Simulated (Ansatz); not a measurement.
Relaxation of a periodic cell of 17 atoms, TiSi$_{16}$ (host Si, host structure diamond, interstitial Ti), to a largest force component of 0.08 eV/Å in at most 25 steps.

The calculation used DFT PBE-D3(BJ), scalar-relativistic, plane waves, PAW in Ansatz. Settings: accuracy low, PAW set soft_1, cutoff 420 eV, k mesh 2x2x2, fermi-dirac smearing 0.02 eV, no spin polarisation.

```xyz
17
Lattice="0.0000 5.4300 5.4300 5.4300 0.0000 5.4300 5.4300 5.4300 0.0000" Properties=species:S:1:pos:R:3
Si 0.000 0.000 0.000
Si 1.357 1.357 1.357
Si 2.715 2.715 0.000
Si 4.072 4.072 1.357
Si 2.715 0.000 2.715
Si 4.072 1.357 4.072
Si 5.430 2.715 2.715
Si 6.787 4.072 4.072
Si 0.000 2.715 2.715
Si 1.357 4.072 4.072
Si 2.715 5.430 2.715
Si 4.072 6.787 4.072
Si 2.715 2.715 5.430
Si 4.072 4.072 6.787
Si 5.430 5.430 5.430
Si 6.787 6.787 6.787
Ti 6.780 6.774 9.517
```

Problem. Where does it end, and by what steps?

Solution. The forces met the threshold. Limits of this set-up: coarse k mesh, a small cell, in which the defect meets its images, low accuracy level. After 2 steps the energy has fallen by 0.377 eV; Si3 moved furthest, 0.08 Å.

```tsv
step	energy less start (eV)	largest force component (eV/Å)	accepted
0	0.0000	1.117	yes
1	-0.3530	0.317	yes
2	-0.3767	0.037	yes
```

```xyz
17
Lattice="0.0000 5.4300 5.4300 5.4300 0.0000 5.4300 5.4300 5.4300 0.0000" Properties=species:S:1:pos:R:3
Si -0.046 -0.046 0.046
Si 1.358 1.357 1.394
Si 2.761 2.761 0.047
Si 4.073 4.073 1.357
Si 2.730 -0.017 2.700
Si 4.036 1.358 4.072
Si 5.383 2.761 2.669
Si 6.786 4.107 4.074
Si -0.017 2.730 2.700
Si 1.358 4.036 4.073
Si 2.761 5.383 2.669
Si 4.108 6.786 4.074
Si 2.730 2.730 5.448
Si 4.072 4.071 6.789
Si 5.413 5.412 5.448
Si 6.786 6.786 6.753
Ti 6.787 6.787 9.503
```

Whether the end is a true minimum wasn't checked by a vibrational analysis.

Run time: 20 s on 1 thread of Arm Neoverse V1, on a shared host, peak memory 0.55 GiB.
